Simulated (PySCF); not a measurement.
# One shape, several levels: GeN2H4Cl2 (SMILES [NH2][Ge]([NH2])([Cl])[Cl])

Aim: a comparison of 6 runs (HF/STO-3G, HF/6-31G**, B3LYP/6-31G*, SVWN5/cc-pVDZ, PBE0/def2-SVP, wB97X/def2-SVP) of GeN2H4Cl2. Input form: a Python script.

The calculation is run with PySCF 2.14.0.

## Step 1: The molecule

GeN2H4Cl2 has 9 atoms, charge 0, and is taken as a singlet. SMILES: `[NH2][Ge]([NH2])([Cl])[Cl]`. The shape is that of a PBE0-D4/def2-TZVP optimisation. This is one conformer, not always the lowest.

Bond lengths: N1–Ge2 1.804 Å, Ge2–N3 1.804 Å, Ge2–Cl4 2.150 Å, Ge2–Cl5 2.150 Å, N1–H6 1.011 Å, N1–H7 1.010 Å, N3–H8 1.010 Å, N3–H9 1.011 Å. Some angles: N1–Ge2–N3 108.3°, N1–Ge2–Cl4 116.5°, N1–Ge2–Cl5 105.0°, N3–Ge2–Cl4 105.0°, N3–Ge2–Cl5 116.5°, Cl4–Ge2–Cl5 106.0°, Ge2–N1–H6 114.4°, Ge2–N1–H7 114.8°, Ge2–N3–H8 114.8°, Ge2–N3–H9 114.4°.

## Step 2: Energy and forces at HF/STO-3G (run 1)

input.py reads:

```python
# [NH2][Ge]([NH2])([Cl])[Cl]
from pyscf import gto, scf

molecule = gto.M(
    atom=[
    ('N', (-0.262400, 1.546900, -0.188400)),
    ('Ge', (0.078000, -0.214300, -0.384400)),
    ('N', (0.091900, -0.973400, 1.252500)),
    ('Cl', (-1.359000, -1.348000, -1.512900)),
    ('Cl', (1.914400, -0.306800, -1.499100)),
    ('H', (-1.165600, 1.756100, 0.214100)),
    ('H', (-0.112000, 2.102100, -1.018500)),
    ('H', (0.089700, -1.983300, 1.250800)),
    ('H', (0.813600, -0.625600, 1.868700)),
],
    charge=0,
    basis='sto-3g',
    verbose=4,
    max_memory=1860,
)

mf = scf.RHF(molecule)
mf.conv_tol = 1e-10
mf.kernel()
if not mf.converged:
    mf = mf.newton().run(mf.mo_coeff, mf.mo_occ)

energy = mf.e_tot
print('Final energy', energy)
grad = mf.nuc_grad_method().kernel()
mf.analyze()
```

The run is started by

```sh
$ OMP_NUM_THREADS=1 python input.py
```

Standard output:

```text
PySCF version 2.14.0

[... 80 lines left out ...]
DFT Exchange-Correlation Energy =     -148.868738673112148
[... 11 lines left out ...]
MO #10  energy= -10.3453969329122  occ= 2
[... 9 lines left out ...]
MO #20  energy= -4.6572358725607   occ= 2
[... 9 lines left out ...]
MO #30  energy= -0.793494527830704 occ= 2
[... 9 lines left out ...]
MO #40  energy= -0.389312261540271 occ= 2
[... 9 lines left out ...]
MO #50  energy= 0.731555923366061  occ= 0
[... 62 lines left out ...]
Dipole moment(X, Y, Z, Debye): -0.36528,  1.12237,  2.05373
```

Wall time 11 s (1 thread of Intel Xeon at 2.50GHz (Skylake/Cascade Lake), shared host); peak memory 0.12 GiB.

## Step 3: Energy and gradient at HF/6-31G(d,p) (spherical functions) (run 2)

calc.py reads:

```python
from pyscf import gto

molecule = gto.M(
    atom='''
N     -0.262400     1.546900    -0.188400
Ge     0.078000    -0.214300    -0.384400
N      0.091900    -0.973400     1.252500
Cl    -1.359000    -1.348000    -1.512900
Cl     1.914400    -0.306800    -1.499100
H     -1.165600     1.756100     0.214100
H     -0.112000     2.102100    -1.018500
H      0.089700    -1.983300     1.250800
H      0.813600    -0.625600     1.868700
''',
    basis='6-31g**',
    verbose=4,
    max_memory=1860,
    spin=0,
)

myscf = molecule.RHF()
myscf.conv_tol = 1e-10
myscf.kernel()
if not myscf.converged:
    myscf = myscf.newton().run(myscf.mo_coeff, myscf.mo_occ)

energy = myscf.e_tot
print('E(%s) = %.9f' % ('HF', energy))
grad = myscf.nuc_grad_method().kernel()
myscf.analyze()
```

The run is started by

```sh
$ OMP_NUM_THREADS=1 python calc.py
```

Standard output:

```text
PySCF version 2.14.0

[... 97 lines left out ...]
MO #11  energy= -10.5520837783512  occ= 2
[... 20 lines left out ...]
MO #32  energy= -0.679834001959594 occ= 2
[... 20 lines left out ...]
MO #53  energy= 0.40576798462335   occ= 0
[... 20 lines left out ...]
MO #74  energy= 1.14922863039895   occ= 0
[... 20 lines left out ...]
MO #95  energy= 2.33655519807154   occ= 0
[... 20 lines left out ...]
MO #116 energy= 3.97659393051429   occ= 0
[... 128 lines left out ...]
Dipole moment(X, Y, Z, Debye): -0.31966,  0.98261,  1.79796
```

Wall time 93 s (1 thread of Intel Xeon at 2.50GHz (Skylake/Cascade Lake), shared host); peak memory 0.3 GiB.

Run 3 isn't shown in full; the table further down has it.

## Step 4: Energy and forces at SVWN5/cc-pVDZ (run 4)

job.py reads:

```python
from pyscf import gto, dft

molecule = gto.M(
    atom='''
N       -0.262400       1.546900      -0.188400
Ge       0.078000      -0.214300      -0.384400
N        0.091900      -0.973400       1.252500
Cl      -1.359000      -1.348000      -1.512900
Cl       1.914400      -0.306800      -1.499100
H       -1.165600       1.756100       0.214100
H       -0.112000       2.102100      -1.018500
H        0.089700      -1.983300       1.250800
H        0.813600      -0.625600       1.868700
''',
    max_memory=1860,
    spin=0,
    charge=0,
    verbose=4,
    basis='cc-pvdz',
)

myscf = dft.RKS(molecule, xc='svwn')
myscf.conv_tol = 1e-10
myscf.grids.level = 5
myscf.kernel()
if not myscf.converged:
    myscf = myscf.newton().run(myscf.mo_coeff, myscf.mo_occ)

e_tot = myscf.e_tot
print(f'total energy: {e_tot:.8f} hartree')
grad = myscf.nuc_grad_method().kernel()
myscf.analyze()
```

The run is started by

```sh
$ OMP_NUM_THREADS=1 python job.py
```

Standard output:

```text
PySCF version 2.14.0

[... 109 lines left out ...]
MO #6   energy= -43.8373588334416  occ= 2
[... 20 lines left out ...]
MO #27  energy= -0.803204068037913 occ= 2
[... 20 lines left out ...]
MO #48  energy= 0.0887770515621624 occ= 0
[... 20 lines left out ...]
MO #69  energy= 0.644084782784272  occ= 0
[... 20 lines left out ...]
MO #90  energy= 1.24821843254526   occ= 0
[... 20 lines left out ...]
MO #111 energy= 2.86572812501359   occ= 0
[... 123 lines left out ...]
Dipole moment(X, Y, Z, Debye): -0.34459,  1.05896,  1.93743
```

Run time: 1.8 min. Hardware: 1 thread of Intel Xeon at 2.50GHz (Skylake/Cascade Lake), shared host; peak memory 0.65 GiB.

Run 5 isn't shown in full; the table further down has it.

## Step 5: Energy and gradient at wB97X/def2-SVP (run 6)

input.py reads:

```python
import pyscf.grad
from pyscf import gto, dft

mol = gto.Mole()
mol.atom = '''
N     -0.495864     2.923217    -0.356024
Ge     0.147399    -0.404968    -0.726411
N      0.173666    -1.839459     2.366882
Cl    -2.568138    -2.547351    -2.858967
Cl     3.617692    -0.579768    -2.832888
H     -2.202665     3.318548     0.404590
H     -0.211649     3.972393    -1.924686
H      0.169508    -3.747894     2.363669
H      1.537481    -1.182213     3.531331
'''
mol.unit = 'bohr'
mol.basis = 'def2-svp'
mol.max_memory = 1860
mol.verbose = 3
mol.spin = 0
mol.charge = 0
mol.build()

mf = dft.RKS(mol, xc='wb97x')
mf.conv_tol = 1e-10
mf.grids.level = 5
mf.kernel()
if not mf.converged:
    mf = mf.newton().run(mf.mo_coeff, mf.mo_occ)

e_tot = mf.e_tot
print('E = %.10f Eh' % e_tot)
grad = mf.Gradients().kernel()
dip = mf.dip_moment()
pop, q = mf.mulliken_pop()
```

The run is started by

```sh
$ OMP_NUM_THREADS=1 python input.py
```

Standard output:

```text
converged SCF energy = -3108.82338263993
[... 9 lines left out ...]
Dipole moment(X, Y, Z, Debye): -0.29084,  0.89393,  1.63574
[... 126 lines left out ...]
charge of    8H =      0.14132
```

Run time: 2.8 min. Hardware: 1 thread of Intel Xeon at 2.50GHz (Skylake/Cascade Lake), shared host; peak memory 1.2 GiB.

## Step 6: All runs side by side

```tsv
run	level	Cartesian functions	integration grid	energy (Eh)	dipole moment (D)	HOMO energy (eV)	LUMO energy (eV)	wall time
1	HF/STO-3G	no	–	-3070.883649	2.37	-9.50	7.14	11 s
2	HF/6-31G** (spherical functions)	no	–	-3105.401868	2.07	-11.73	3.58	93 s
3	B3LYP/6-31G* (Cartesian functions)	yes	5	-3109.186162	2.10	-7.70	-0.65	2.2 min
4	SVWN5/cc-pVDZ	no	5	-3102.397072	2.23	-6.53	-1.42	1.8 min
5	PBE0/def2-SVP	no	5	-3108.120317	1.91	-7.93	0.00	1.7 min
6	wB97X/def2-SVP	no	5	-3108.823383	1.89	-10.41	2.22	2.8 min
```

## Step 7: Outcome

```
                       quantity           value
            run 6: total energy  -3108.82338 Eh
           run 6: dipole moment          1.89 D
             run 6: HOMO energy       -10.41 eV
             run 6: LUMO energy         2.22 eV
           run 6: HOMO–LUMO gap        12.62 eV
run 6: largest force on an atom      0.431 eV/Å
```

In words: The dipole moment (its size) runs from 1.89 D (wB97X/def2-SVP) to 2.37 D (HF/STO-3G). The two ends differ in method and basis. The HOMO–LUMO gap runs from 5.11 eV (SVWN5/cc-pVDZ) to 16.64 eV (HF/STO-3G). Totals of different functionals can't be ranked against each other. In run 1 the basis is minimal, so the values are rough. All runs together took 10 min, the longest 2.8 min.
